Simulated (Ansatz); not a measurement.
# CdSn5O: the cost of one run

Program: Ansatz 0.2.0. Level of theory: DFT PBE, scalar-relativistic, plane waves, PAW, unless a step names another level. These are calculated values, not measurements.

3 further runs of the same task are left out: 2 that didn't finish, 1 set aside as unsound or not needed.

## Step 1: Starting point

The structure is tetragonal, space group P4/nmm (No. 129). The conventional cell has a = 3.775 Å, b = 3.775 Å, c = 24.381 Å, α = 90.00°, β = 90.00°, γ = 90.00°. Around Cd (site symmetry 4mm) lie 4 Cd at 3.15 Å and 5 Sn at 3.19 to 3.43 Å. Around Sn (site symmetry 4mm) lie 4 O at 2.24 Å. Around Sn (site symmetry 4mm) lie 13 Sn at 3.21 to 3.78 Å. Sn (site symmetry 4mm) is surrounded by 8 Sn at 3.21 to 3.25 Å. Sn (site symmetry 4mm) is surrounded by 13 Sn at 3.25 to 3.78 Å. Sn (site symmetry 4mm) has 5 Cd at 3.19 to 3.43 Å and 4 Sn at 3.45 Å as nearest neighbours. Around O (site symmetry -4m2) lie 4 Sn at 2.24 Å.

As a file:

```
Cd Sn O
1.0
     3.77540    0.00000    0.00000
     0.00000    3.77540    0.00000
     0.00000    0.00000   24.38103
Cd Sn O
2 10 2
Direct
  0.00000 0.50000 0.46555
  0.50000 0.00000 0.53445
  0.50000 0.00000 0.04924
  0.00000 0.50000 0.95076
  0.00000 0.50000 0.15509
  0.50000 0.00000 0.22801
  0.00000 0.50000 0.30377
  0.50000 0.00000 0.39358
  0.50000 0.00000 0.84491
  0.00000 0.50000 0.77199
  0.50000 0.00000 0.69623
  0.00000 0.50000 0.60642
  0.50000 0.50000 0.00000
  0.00000 0.00000 0.00000
```

It came out lowest among 24 distinct ends of the trial cells. At a tolerance of 0.05 Å it has space group P4/nmm (No. 129).

## Step 2: Bands, states and charges

File input.yaml:

```yaml
crystal:
  lattice:
    - [3.7754048543, 0.0, 0.0]
    - [0.0, 3.7754048543, 0.0]
    - [0.0, 0.0, 24.381034883]
  atoms:
    - { symbol: Cd, position: [0.0, 0.5, 0.4655538079] }
    - { symbol: Cd, position: [0.5, 0.0, 0.5344461921] }
    - { symbol: Sn, position: [0.5, 0.0, 0.0492416384] }
    - { symbol: Sn, position: [0.0, 0.5, 0.9507583616] }
    - { symbol: Sn, position: [0.0, 0.5, 0.1550888143] }
    - { symbol: Sn, position: [0.5, 0.0, 0.2280123614] }
    - { symbol: Sn, position: [0.0, 0.5, 0.3037719634] }
    - { symbol: Sn, position: [0.5, 0.0, 0.3935821732] }
    - { symbol: Sn, position: [0.5, 0.0, 0.8449111857] }
    - { symbol: Sn, position: [0.0, 0.5, 0.7719876386] }
    - { symbol: Sn, position: [0.5, 0.0, 0.6962280366] }
    - { symbol: Sn, position: [0.0, 0.5, 0.6064178268] }
    - { symbol: O, position: [0.5, 0.5, 0.0] }
    - { symbol: O, position: [0.0, 0.0, 0.0] }
basis:
  ecutwfc: 420
kpoints:
  mp_grid: { grid: [8, 8, 2] }
  band_path:
    path:
      - [[0.0, 0.0, 0.0], [0.0, 0.5, 0.0], [0.5, 0.5, 0.0], [0.0, 0.0, 0.0], [0.0, 0.0, 0.5], [0.0, 0.5, 0.5], [0.5, 0.5, 0.5], [0.0, 0.0, 0.5]]
      - [[0.0, 0.5, 0.0], [0.0, 0.5, 0.5]]
      - [[0.5, 0.5, 0.0], [0.5, 0.5, 0.5]]
    npoints: 10
hamiltonian:
  xc: pbe
scf:
  occupations: { method: gaussian, width: 0.1 }
  n_extra_bands: 35
output:
  forces: true
  stress: true
  eigenvalues: true
  populations: true
  dos: { projected: true, de: 0.02, nscf_kmesh: { grid: [10, 10, 3] } }
  bader: false
  write_density: true
  write_potential: true
  elf: true
  volumetric_format: npy
```

Command:

```console
$ ansatz run input.yaml --threads 1 --pin off --max-ram 2560MiB --backend cpu --events-out ev --progress --plain --runs-dir out
```

Q: Estimate wall time and peak memory on 1 thread of Intel Xeon at 2.50GHz (Skylake/Cascade Lake), shared host.

About 7.9 min, with a peak of 1.7 GiB.
